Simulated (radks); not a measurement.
# Valence configurations of Hg

One table from this session's results is given with a row withheld; the runs are named, their logs left out.

Program: radks (a radial shooting solver on a logarithmic mesh, Libxc functionals) version 1. Level of theory: scalar-relativistic Kohn-Sham, r2SCAN, spin-unpolarised, spherical densities, finite nucleus. These are calculated values, not measurements, unless marked.

## Starting point

| Property | Result |
| --- | --- |
| element | mercury (Z = 80) |
| charge | 0 |
| electrons | 80 |
| configuration | [Hg] |
| nuclear rms radius | 5.4648 fm |
| others tried | [Xe] 4f14 5d10 6s1.5 6p0.5; [Xe] 4f14 5d9.5 6s1.5 6p1; [Xe] 4f14 5d10 6s0.5 6p1.5; [Xe] 4f13 5d10 6s1.5 6p1.5; [Xe] 4f14 5d10 6s1 6p1; [Xe] 4f13 5d10 6s2 6p1; [Xe] 4f12 5d10 6s2 6p2; [Xe] 4f14 5d9 6s2 6p1; [Xe] 4f14 5d9.5 6s2 6p0.5 |

Outer shells as boxes (Hund's rule):

Hg
```
[Xe] core
4f [↑↓][↑↓][↑↓][↑↓][↑↓][↑↓][↑↓]
5d [↑↓][↑↓][↑↓][↑↓][↑↓]
6s [↑↓]
```

Set-up of the first run:

Settings of this run:

```text
Z 80
configuration [Hg]
relativity scalar-relativistic
functional r2scan,r2scan
spin unpolarised
nucleus finite rms 5.4648 fm
c 137.035999084
```

On the command line:

```sh
python run_ks.py task.json out
```

The same process makes all the runs of this session.

Steps of the session up to this table: [Hg].

One of the session's tables, all rows but one given; the rest of the session is left out.

It belongs to the step «[Hg]». Radial moments (bohr):

| level | <r> | outermost maximum (interpolated) | 90 % within | nodes |
| --- | --- | --- | --- | --- |
| 4s | 0.3992 | 0.376 | 0.572 | 3 |
| 4p | ? | ? | ? | ? |
| 4d | 0.4488 | 0.403 | 0.668 | 1 |
| 5s | 0.9050 | 0.829 | 1.29 | 4 |
| 4f | 0.4826 | 0.368 | 0.771 | 0 |
| 5p | 1.042 | 0.928 | 1.51 | 3 |
| 5d | 1.494 | 1.16 | 2.34 | 2 |
| 6s | 2.672 | 2.21 | 4.00 | 5 |

**Question.** Estimate the row for 4p.

**Answer.** <r>: 0.4251; outermost maximum (interpolated): 0.396; 90 % within: 0.616; nodes: 2. In the column «<r>» it lies between 4s (0.3992) and 4d (0.4488).
